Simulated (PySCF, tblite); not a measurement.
**C₃H₁₂Si₂: a rotation path, then NMR shifts on frames, part 1 of 2**

How do NMR shifts of C₃H₁₂Si₂ (`C[SiH2]CC[SiH3]`) change as the atoms move?

The runs use tblite 0.8.0 and PySCF 2.14.0, with density-fitted response routines of our own; the level of theory stands in each step. All values are computed, except where a source is named. Atoms count from 0, in the outputs and in this text.

### Step 1. The molecule as given

17 atoms, charge 0, multiplicity 1; geometry from: GFN2-xTB.

Bonds of the start (Å): C0–Si1 1.90, Si1–C2 1.90, C2–C3 1.53, C3–Si4 1.90, C0–H5 1.09, C0–H6 1.09, C0–H7 1.09, Si1–H8 1.47, Si1–H9 1.47, C2–H10 1.09, C2–H11 1.09, C3–H12 1.09, C3–H13 1.09, Si4–H14 1.47, Si4–H15 1.47, Si4–H16 1.46.

### Step 2. The rotation path with GFN2-xTB

The job: settings as JSON, then the geometry in Å.

```
{"job": {"kind": "neb", "xc": "GFN2-xTB", "basis": "xTB", "atoms": [0, 1, 2, 3], "turn": 120}, "charge": 0, "multiplicity": 1}
C     -2.990401     0.366842    -0.145905
Si    -1.508032    -0.616610     0.513728
C      0.108089     0.220415    -0.045071
C      1.357610    -0.504278     0.456659
Si     2.967294     0.347283    -0.089507
H     -3.924972    -0.083169     0.173276
H     -2.996480     0.399197    -1.231472
H     -2.980478     1.392078     0.213012
H     -1.552879    -0.659874     1.982782
H     -1.555915    -1.992231    -0.002740
H      0.130415     1.253688     0.308880
H      0.141228     0.272734    -1.135627
H      1.342039    -1.534430     0.095247
H      1.320134    -0.567101     1.546059
H      3.036593     0.359781    -1.553119
H      2.976063     1.728186     0.400224
H      4.122695    -0.370481     0.452049
```

With the program's defaults for keys left out, this is: GFN2-xTB climbing-image nudged elastic band, gas phase.

Run with:

```sh
OMP_NUM_THREADS=1 python probes_run.py task.json out
```

One launch serves the whole session: the jobs run in the order shown.

Output:

```text
image   E - E0 / eV
  0      -0.0000
  1       0.0084
  2       0.0260
  3       0.0449
  4       0.0548
  5       0.0507
  6       0.0358
  7       0.0196
  8       0.0114
```

It took 7.6 s on 1 thread, shared host.

The final band, with the dihedral C0–Si1–C2–C3:

```csv
image,dihedral (°),energy (eV),energy (kcal/mol)
0,179,0.000,0.0
1,195,0.008,0.2
2,210,0.026,0.6
3,225,0.045,1.0
4,240,0.055,1.3
5,255,0.051,1.2
6,269,0.036,0.8
7,284,0.020,0.5
8,299,0.011,0.3
```

### Step 3. Shielding tensors: image 0, PBE0/pcSseg-1

The job: settings as JSON, then the geometry in Å.

```
{"job": {"kind": "nmr", "xc": "PBE0", "basis": "pcSseg-1", "pop": false}, "charge": 0, "multiplicity": 1}
C     -2.990400     0.366800    -0.145900
Si    -1.508000    -0.616600     0.513700
C      0.108100     0.220400    -0.045100
C      1.357600    -0.504300     0.456700
Si     2.967300     0.347300    -0.089500
H     -3.925000    -0.083200     0.173300
H     -2.996500     0.399200    -1.231500
H     -2.980500     1.392100     0.213000
H     -1.552900    -0.659900     1.982800
H     -1.555900    -1.992200    -0.002700
H      0.130400     1.253700     0.308900
H      0.141200     0.272700    -1.135600
H      1.342000    -1.534400     0.095200
H      1.320100    -0.567100     1.546100
H      3.036600     0.359800    -1.553100
H      2.976100     1.728200     0.400200
H      4.122700    -0.370500     0.452000
```

Method: GIAO PBE0/pcSseg-1 NMR shielding, non-relativistic, gas phase.

Output:

```text
coarse grid: 13952 points
cycle   1  E = -700.0112650587  dE = -1.971e-02  |g| = 4.374e-01  |ddm| = 3.442e+00
cycle   2  E = -699.9925875419  dE =  1.868e-02  |g| = 5.075e-01  |ddm| = 8.006e-01
cycle   3  E = -700.0607448117  dE = -6.816e-02  |g| = 3.333e-02  |ddm| = 4.721e-01
cycle   4  E = -700.0609721070  dE = -2.273e-04  |g| = 1.791e-02  |ddm| = 5.053e-02
cycle   5  E = -700.0610537149  dE = -8.161e-05  |g| = 3.801e-03  |ddm| = 1.851e-02
cycle   6  E = -700.0610574065  dE = -3.692e-06  |g| = 3.818e-04  |ddm| = 4.048e-03
final grid: 121944 points
cycle   7  E = -700.0900338540  dE = -2.212e-05  |g| = 7.251e-03  |ddm| = 1.941e-02
cycle   8  E = -700.0900267858  dE =  7.068e-06  |g| = 8.910e-03  |ddm| = 1.439e-02
cycle   9  E = -700.0900475706  dE = -2.078e-05  |g| = 4.202e-04  |ddm| = 7.780e-03
cycle  10  E = -700.0900476008  dE = -3.021e-08  |g| = 1.767e-04  |ddm| = 5.130e-04
cycle  11  E = -700.0900476089  dE = -8.044e-09  |g| = 3.583e-05  |ddm| = 1.702e-04
cycle  12  E = -700.0900476091  dE = -2.818e-10  |g| = 5.033e-06  |ddm| = 4.512e-05
converged SCF energy = -700.0900476091

GIAO shielding tensors (ppm)
atom      isotropic    diamagn.    paramagn.     s11        s22        s33       span
  0 C      193.174     252.497     -59.323    190.420    191.146    197.956      7.536
  1 Si     385.115     881.315    -496.200    348.107    371.625    435.612     87.506
  2 C      175.163     255.109     -79.945    164.230    168.890    192.370     28.141
  3 C      180.681     251.109     -70.429    170.130    178.714    193.198     23.068
  4 Si     415.889     879.267    -463.379    383.879    392.845    470.942     87.063
  5 H       31.606      27.919       3.687     26.830     28.174     39.814     12.984
  6 H       31.589      31.043       0.546     27.023     29.415     38.328     11.305
  7 H       31.591      30.918       0.673     27.000     29.479     38.295     11.295
  8 H       27.609      30.441      -2.832     24.099     26.619     32.107      8.008
  9 H       27.603      30.455      -2.852     24.110     26.581     32.117      8.007
 10 H       31.031      34.651      -3.621     25.628     31.408     36.056     10.427
 11 H       31.013      34.772      -3.759     25.671     31.341     36.028     10.357
 12 H       30.987      31.926      -0.939     25.607     30.409     36.946     11.339
 13 H       30.986      31.803      -0.817     25.530     30.482     36.946     11.417
 14 H       27.940      28.931      -0.991     24.691     26.304     32.826      8.135
 15 H       27.962      28.944      -0.982     24.710     26.381     32.796      8.086
 16 H       27.680      28.166      -0.487     24.102     25.291     33.646      9.544
```

Wall time 63 s (1 thread, shared host).

Shifts follow as δ = σ(reference) − σ, with reference shieldings (ppm) from runs at the same level and on the same kind of geometry: 1H TMS 31.72, 13C TMS 186.9, 29Si TMS 349.2. The references are single molecules in the gas phase. Each atom is listed at this fixed geometry, with no averaging over motion; a spectrum would average atoms that exchange fast.

| atoms | environment | σ (ppm) | δ (ppm) |
| --- | --- | --- | --- |
| C2 | sp3 CH2 bonded to Si | 175.2 | 11.8 |
| C3 | sp3 CH2 bonded to Si | 180.7 | 6.2 |
| C0 | methyl carbon bonded to Si | 193.2 | -6.2 |
| H9 | hydrogen on a silicon bonded to 2 C | 27.60 | 4.11 |
| H8 | hydrogen on a silicon bonded to 2 C | 27.61 | 4.11 |
| H16 | hydrogen on a silicon bonded to C | 27.68 | 4.04 |
| H14 | hydrogen on a silicon bonded to C | 27.94 | 3.78 |
| H15 | hydrogen on a silicon bonded to C | 27.96 | 3.75 |
| H13 | hydrogen on an sp3 CH2 bonded to Si | 30.99 | 0.73 |
| H12 | hydrogen on an sp3 CH2 bonded to Si | 30.99 | 0.73 |
| H11 | hydrogen on an sp3 CH2 bonded to Si | 31.01 | 0.70 |
| H10 | hydrogen on an sp3 CH2 bonded to Si | 31.03 | 0.69 |
| H6 | hydrogen on a methyl carbon bonded to Si | 31.59 | 0.13 |
| H7 | hydrogen on a methyl carbon bonded to Si | 31.59 | 0.13 |
| H5 | hydrogen on a methyl carbon bonded to Si | 31.61 | 0.11 |
| Si1 | silicon bonded to 2 C, 2 H | 385.1 | -36.0 |
| Si4 | silicon bonded to C, 3 H | 415.9 | -66.7 |

Orbitals, density, ELF and potential are computed afterwards from the orbital file.

Frontier orbitals at PBE0/pcSseg-1, with the share of their density that lies nearest to each atom:

| orbital | energy (eV) | lies on |
| --- | --- | --- |
| HOMO | -7.77 | C2, C3 about 21 % each; Si1, Si4 about 12 % each |
| LUMO | 0.69 | 4 H atoms about 10 % each; Si4 9 %; H12 9 % |

ELF in a plane through or near 7 of the atoms.

Ten even steps from '0' (0.00) to '9' (1.00):
```
0000000000000000000000000000
0000000000000000000000000000
0000000000000000000000000000
0000000000000000000000000000
0000000000000000000000000000
0000001221000000000110000000
0000002432001320002442000000
0000012112103651014664210000
0000330551424344246127860000
0005992773867728569439992000
0029999118839587117889993000
0039999758475572772759991000
0019999524545121331212740000
0004998101464002222100000000
0000462000121002332100000000
0000000000000000111000000000
0000000000000000000000000000
0000000000000000000000000000
0000000000000000000000000000
0000000000000000000000000000
```
The map spans 13.4 Å across and 8.3 Å up, centred on the molecule. Atoms in the plane (x, y in Å): C0 (3.0, 0.5), Si1 (1.5, -0.7), C2 (-0.1, 0.3), C3 (-1.3, -0.6), Si4 (-3.0, 0.4), H5 (3.9, 0.0), H16 (-4.1, -0.6).

On the surface of density 0.002 e/bohr³ the electrostatic potential runs, from the 1st to the 99th percentile, from -0.11 to 0.82 V.

### Step 4. Shielding tensors: image 2, PBE0/pcSseg-1

The job: settings as JSON, then the geometry in Å.

```
{"job": {"kind": "nmr", "xc": "PBE0", "basis": "pcSseg-1", "pop": false}, "charge": 0, "multiplicity": 1}
C     -2.952300     0.220800    -0.317800
Si    -1.521000    -0.477400     0.713000
C      0.107000     0.352500     0.164100
C      1.333300    -0.543000     0.344800
Si     2.954800     0.313000    -0.155100
H     -3.899400    -0.212000    -0.012200
H     -2.816400     0.003400    -1.374400
H     -3.032700     1.298600    -0.207600
H     -1.742700    -0.215300     2.143700
H     -1.434400    -1.930500     0.502500
H      0.256100     1.273600     0.731800
H      0.042600     0.651900    -0.884300
H      1.202900    -1.450400    -0.248300
H      1.395300    -0.867600     1.385400
H      2.913900     0.655000    -1.580000
H      3.120400     1.543300     0.623700
H      4.065500    -0.603800     0.109100
```

Method: GIAO PBE0/pcSseg-1 NMR shielding, non-relativistic, gas phase.

Output:

```text
coarse grid: 13952 points
cycle   1  E = -700.0106994311  dE = -2.035e-02  |g| = 4.383e-01  |ddm| = 3.441e+00
cycle   2  E = -699.9914663568  dE =  1.923e-02  |g| = 5.102e-01  |ddm| = 8.036e-01
cycle   3  E = -700.0604099741  dE = -6.894e-02  |g| = 3.351e-02  |ddm| = 4.734e-01
cycle   4  E = -700.0606418887  dE = -2.319e-04  |g| = 1.768e-02  |ddm| = 5.004e-02
cycle   5  E = -700.0607209645  dE = -7.908e-05  |g| = 3.901e-03  |ddm| = 1.825e-02
cycle   6  E = -700.0607248681  dE = -3.904e-06  |g| = 4.084e-04  |ddm| = 4.109e-03
final grid: 121944 points
cycle   7  E = -700.0886323996  dE = -2.255e-05  |g| = 6.976e-03  |ddm| = 1.932e-02
cycle   8  E = -700.0886258585  dE =  6.541e-06  |g| = 8.532e-03  |ddm| = 1.310e-02
cycle   9  E = -700.0886449238  dE = -1.907e-05  |g| = 3.966e-04  |ddm| = 7.461e-03
cycle  10  E = -700.0886449520  dE = -2.820e-08  |g| = 1.635e-04  |ddm| = 4.778e-04
cycle  11  E = -700.0886449589  dE = -6.903e-09  |g| = 2.984e-05  |ddm| = 1.548e-04
cycle  12  E = -700.0886449591  dE = -1.990e-10  |g| = 4.717e-06  |ddm| = 3.554e-05
converged SCF energy = -700.0886449591

GIAO shielding tensors (ppm)
atom      isotropic    diamagn.    paramagn.     s11        s22        s33       span
  0 C      192.581     252.525     -59.943    188.396    190.103    199.245     10.849
  1 Si     383.430     881.221    -497.791    339.604    378.584    432.101     92.497
  2 C      176.244     254.979     -78.735    165.099    170.204    193.430     28.330
  3 C      178.921     250.894     -71.973    169.209    176.958    190.596     21.387
  4 Si     416.037     879.376    -463.339    381.413    396.566    470.131     88.718
  5 H       31.616      27.933       3.684     26.805     28.118     39.925     13.120
  6 H       31.529      31.405       0.124     27.043     29.525     38.020     10.976
  7 H       31.585      30.706       0.879     27.063     29.379     38.314     11.251
  8 H       27.436      30.135      -2.699     24.036     26.037     32.236      8.200
  9 H       27.689      30.519      -2.830     24.111     27.109     31.848      7.736
 10 H       30.873      34.077      -3.204     25.805     30.900     35.913     10.108
 11 H       31.130      35.256      -4.126     25.496     31.661     36.234     10.738
 12 H       30.949      32.316      -1.367     25.620     30.456     36.771     11.151
 13 H       30.972      31.605      -0.633     25.560     30.497     36.858     11.298
 14 H       27.945      29.024      -1.080     24.706     26.345     32.783      8.076
 15 H       27.988      28.943      -0.955     24.743     26.380     32.842      8.099
 16 H       27.696      28.240      -0.543     24.126     25.322     33.641      9.514
```

Wall time 45 s (1 thread, shared host).

This run: δ C2 10.7, C3 8.0, C0 -5.7, Si1 -34.3, H8 4.28, H9 4.03 ppm.

(Continued in part 2 of 2.)
